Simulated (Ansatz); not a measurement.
# CsSnI₃ (distorted cell): a single point

Program: the Ansatz DFT code, driven from Python.

At the Python prompt:
```pycon
>>> import itertools
>>> import ansatz
>>> import matplotlib.pyplot as plt
>>> import numpy as np
>>> xtal = (
...     ansatz.Lattice.from_parameters(6.190301, 6.285387, 6.258206, alpha=89.92442, beta=89.09099, gamma=88.52025)
...     .atom("Cs", (0.9863, 0.99748, 0.00644))
...     .atom("Sn", (0.50453, 0.50889, 0.49466))
...     .atom("I", (0.99654, 0.49359, 0.49948))
...     .atom("I", (0.49394, 0.00476, 0.50953))
...     .atom("I", (0.51601, 0.50046, 0.00577))
... )
>>> [site.symbol for site in xtal.resolved().sites]
['Cs', 'Sn', 'I', 'I', 'I']
>>> # functional, basis and sampling
>>> model = (
...     xtal.calculation()
...     .functional("lda")
...     .pseudopotentials("paw")
...     .basis(510)
...     .kpoints(spacing=0.54)
...     .occupations(ansatz.OccupationsMethod.FIXED)
...     .band_table()
...     .density_of_states(method="smearing", broadening_width=0.2, nscf_kmesh_spacing=0.24)
...     .density()
... )
>>> out = model.run(threads=1)

>>> rep = out.report
>>> rep["n_electrons"]
74.0
>>> n_atoms = len(rep["lattice"]["sites"])
>>> print("F =", round(rep["free_energy_ev"], 4), "eV for", n_atoms, "atoms")
F = -33455.4991 eV for 5 atoms
>>> print("E(sigma -> 0) =", round(rep["energy_sigma0_ev"], 4), "eV, TS =", round(rep["entropy_ts_ev"], 5), "eV")
E(sigma -> 0) = -33455.4991 eV, TS = 0.0 eV
>>> print("closed by", rep["closed_by"], "after", rep["n_iterations"], "iterations")
closed by deck_thresholds after 8 iterations
>>> gap = None if "band_edges_ev" not in rep else rep["band_edges_ev"][1] - rep["band_edges_ev"][0]
>>> print("gap on the k mesh:", "withheld (metal, or smearing too wide to tell)" if gap is None else f"{gap:.3f} eV")
gap on the k mesh: 0.318 eV
>>> print("lowest empty less highest filled band, by band count:", round(rep["gap_by_band_count_ev"], 3), "eV")
lowest empty less highest filled band, by band count: 0.318 eV
>>> dos = out.density_of_states()
>>> energy = np.asarray(dos.energies_ev) - dos.fermi_ev
>>> top = min(levels[-1] for levels in rep["eigenvalues_ev"]) - dos.fermi_ev  # the computed bands end here
>>> fig, ax = plt.subplots(figsize=(5, 3.2))
>>> for spin, channel in enumerate(dos.channels):
...     ax.plot(energy, (-1) ** spin * np.asarray(channel.g_bin_mean_per_ev), lw=1)
...
[<matplotlib.lines.Line2D object at 0x...>]
>>> ax.axvline(0, color="k", ls=":")
<matplotlib.lines.Line2D object at 0x...>
>>> ax.set(xlim=(-8, min(6, top)), xlabel="E - E_F (eV)", ylabel="states/eV", title="CsSnI3")
[(-8.0, 4.572630247489323), Text(0.5, 0, 'E - E_F (eV)'), Text(0, 0.5, 'states/eV'), Text(0.5, 1.0, 'CsSnI3')]
>>> fig.tight_layout()
>>> fig.savefig("dos.png", dpi=100)
>>> print("states below E_F:", round(float(np.interp(0.0, energy, dos.spin_summed_integrated)), 3))
states below E_F: 74.0
>>> # valence electrons inside a sphere about each atom
>>> rho = out.density()
>>> total = sum(channel.density_e_per_ang3 for channel in rho.channels[:2])
>>> grid_cell = np.asarray(rho.fft_grid_basis) @ out.lattice.cell_ang
>>> mesh = np.stack(np.meshgrid(*[np.arange(n) / n for n in rho.dims], indexing="ij"), axis=-1)
>>> for site in out.lattice.sites:
...     offset = mesh - site.position_ang @ np.linalg.inv(grid_cell)
...     offset -= offset.round()
...     distance = np.min([np.linalg.norm((offset + shift) @ grid_cell, axis=-1) for shift in itertools.product((-1, 0, 1), repeat=3)], axis=0)
...     inside = [total[distance < radius].sum() * rho.cell_volume_ang3 / total.size for radius in (0.8, 1.0, 1.2)]
...     print(site.symbol, "electrons within 0.8, 1.0, 1.2 A:", np.round(inside, 2))
...
Cs electrons within 0.8, 1.0, 1.2 A: [2.11 3.95 5.58]
Sn electrons within 0.8, 1.0, 1.2 A: [ 8.58 10.18 11.23]
I electrons within 0.8, 1.0, 1.2 A: [10.46 12.3  13.85]
I electrons within 0.8, 1.0, 1.2 A: [10.47 12.29 13.85]
I electrons within 0.8, 1.0, 1.2 A: [10.47 12.28 13.85]
```

Total energies depend on the potentials; only differences at equal settings carry meaning. A total without «per atom» is that of the cell as typed. Semilocal gaps usually lie well under measured ones. The count of states below the Fermi level is interpolated on the energy grid. With fixed filling the reported Fermi level is the top filled level among the k-points of the SCF. Energy and stress may still move on a finer k-point mesh. Of the deposited cell: it was measured well above room temperature. The crystal has a gap of about 0.32 eV on the mesh; any density of states at or just above the Fermi level is the tail of the broadening. Densities and potentials on the grid are those of the valence electrons, and inside the cores they hang on the potentials used. The cell is a database structure, distorted on purpose. Gaps and levels are Kohn-Sham values on a finite set of k-points, without spin-orbit coupling. The computed bands are complete only to about 4.6 eV above the Fermi level; beyond that the density of states is undercounted. Hardware and time: 36 s on 1 thread of Intel(R) Xeon(R) Platinum 8488C (Sapphire Rapids) (shared host), peak memory 0.86 GiB.

(Lines on the test bed's own set-up are left out of the output.)
